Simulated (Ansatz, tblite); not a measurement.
**The cluster Pb3F6: a ladder of methods and basis sets**

How do method and basis change the picture of the cluster Pb3F6 (singlet)?

Program: Ansatz 0.2.0, Gaussian basis. Level of theory: as each input shows. These are calculated values, not measurements.

Levels to be run: GFN1-xTB, GFN2-xTB, PBE-D4/def2-TZVP, r2SCAN-D4/def2-TZVP, ωB97M-V/def2-TZVP, B2PLYP/def2-TZVP, ωB97X-V/def2-TZVP, PBE-D4/def2-SVP, PBE0-D4/def2-SVP, PBE0-D4/def2-TZVPD, PBE-D4/def2-TZVPD, ωB97M-V/def2-TZVPD, CCSD(T)/def2-SVP, MP2/def2-TZVP, RPA/def2-TZVP.

6 further runs of the same task are left out: 2 that didn't finish, 4 set aside as unsound or not needed. Runs told in other sessions of the task aren't counted.

### 1 The geometry

The geometry is that of the singlet, from an earlier relaxation (B3LYP-D4/def2-SVP). At that level it is the lowest of the isomers that a small search found.

9 atoms, charge 0, spin multiplicity 1.

Bond lengths: Pb1–F4 2.285 Å, Pb1–F7 2.285 Å, Pb1–F8 2.286 Å, Pb1–F9 2.286 Å, Pb2–F4 2.286 Å, Pb2–F5 2.285 Å, Pb2–F6 2.286 Å, Pb2–F9 2.286 Å, Pb3–F5 2.286 Å, Pb3–F6 2.285 Å, Pb3–F7 2.286 Å, Pb3–F8 2.285 Å. Angles: F4–Pb1–F7 111.6°, F4–Pb1–F8 76.1°, F4–Pb1–F9 67.0°, F7–Pb1–F8 67.0°, F7–Pb1–F9 76.1°, F8–Pb1–F9 111.7°, F4–Pb2–F5 111.6°, F4–Pb2–F6 76.1°, F4–Pb2–F9 67.0°, F5–Pb2–F6 67.0°, F5–Pb2–F9 76.2°, F6–Pb2–F9 111.7°, F5–Pb3–F6 67.0°, F5–Pb3–F7 76.0°, F5–Pb3–F8 111.7°, F6–Pb3–F7 111.6°, F6–Pb3–F8 76.2°, F7–Pb3–F8 67.0° and more.

Pb takes a core potential in the def2 sets. No spin-orbit coupling is included.

PBE0-D4/def2-TZVP was run before; its log isn't repeated, and its numbers join the tables.

### 2 GFN1-xTB

Tight binding, by tblite at 300 K electronic temperature and without a spin-polarisation term:

```python
tblite.interface.Calculator('GFN1-xTB', numbers, positions, charge=0, uhf=0).singlepoint()
```

Energy -981.6559 eV, HOMO -11.06 eV, LUMO -4.97 eV; 0.008 s.

### 3 GFN2-xTB

Tight binding, by tblite at 300 K electronic temperature and without a spin-polarisation term:

```python
tblite.interface.Calculator('GFN2-xTB', numbers, positions, charge=0, uhf=0).singlepoint()
```

Energy -967.5541 eV, HOMO -11.29 eV, LUMO -3.75 eV; 0.007 s.

### 4 PBE-D4/def2-TZVP

start.molden holds the orbitals of an earlier run on this state, given as this run's starting guess.

Input file in.yaml:

```yaml
crystal:
  periodic: [false, false, false]
  atoms:
    - {symbol: Pb, position_ang: [1.394524, -0.782221, -1.357710]}
    - {symbol: Pb, position_ang: [-1.613810, -1.176819, 0.640759]}
    - {symbol: Pb, position_ang: [0.219288, 1.959014, 0.716939]}
    - {symbol: F, position_ang: [0.525537, -1.946129, 0.406346]}
    - {symbol: F, position_ang: [-1.776124, 1.035102, 0.091684]}
    - {symbol: F, position_ang: [-0.387465, 0.178449, 2.014008]}
    - {symbol: F, position_ang: [0.555136, 1.340579, -1.457822]}
    - {symbol: F, position_ang: [1.947322, 0.485508, 0.462585]}
    - {symbol: F, position_ang: [-0.864417, -1.093494, -1.516789]}
basis:
  gaussian: {orbitals: def2-TZVP, initial_orbitals: start.molden}
hamiltonian: {xc: pbe, dispersion: d4}
scf: {omitted_lower_state_checks: [starts]}
output: {orbitals: {seedname: orbitals}}
```

On the command line:

```bash
$ ansatz run in.yaml --threads 4 --pin off --events-out ev --progress --plain --max-ram 8704MiB
```

Further steps of the session: r2SCAN-D4/def2-TZVP; ωB97M-V/def2-TZVP; B2PLYP/def2-TZVP; ωB97X-V/def2-TZVP; PBE-D4/def2-SVP; PBE0-D4/def2-SVP; PBE0-D4/def2-TZVPD; PBE-D4/def2-TZVPD; ωB97M-V/def2-TZVPD; CCSD(T)/def2-SVP; MP2/def2-TZVP; RPA/def2-TZVP.

**Question.** What will the summary of the whole plan be? Wanted: gap in def2-TZVP, named functionals, smallest and largest; correlation energy, CCSD(T)/def2-SVP; correlation energy, MP2/def2-TZVP; binding an atom, CCSD(T)/def2-SVP; PBE0 total energy, smallest basis above largest.

The runs gave:

| quantity | value |
| --- | --- |
| gap in def2-TZVP, named functionals, smallest and largest | 5.20 eV (PBE-D4), 11.27 eV (ωB97X-V) |
| correlation energy, CCSD(T)/def2-SVP | -39.83 eV |
| correlation energy, MP2/def2-TZVP | -74.52 eV |
| binding an atom, CCSD(T)/def2-SVP | 3.358 eV |
| PBE0 total energy, smallest basis above largest | 21.08 eV (def2-SVP, def2-TZVPD) |

In words: Orbital gaps of the named functionals in def2-TZVP span 5.20 eV (PBE-D4) to 11.27 eV (ωB97X-V); exact exchange widens it. The functionals in def2-TZVP miss CCSD(T)/def2-SVP by +0.237 (PBE0-D4) to +0.510 eV (PBE-D4) an atom. The yardstick is in a double-zeta basis, so levels in larger sets aren't compared like for like. CCSD(T)/def2-SVP isn't at the basis-set limit; small misses against it rank nothing.
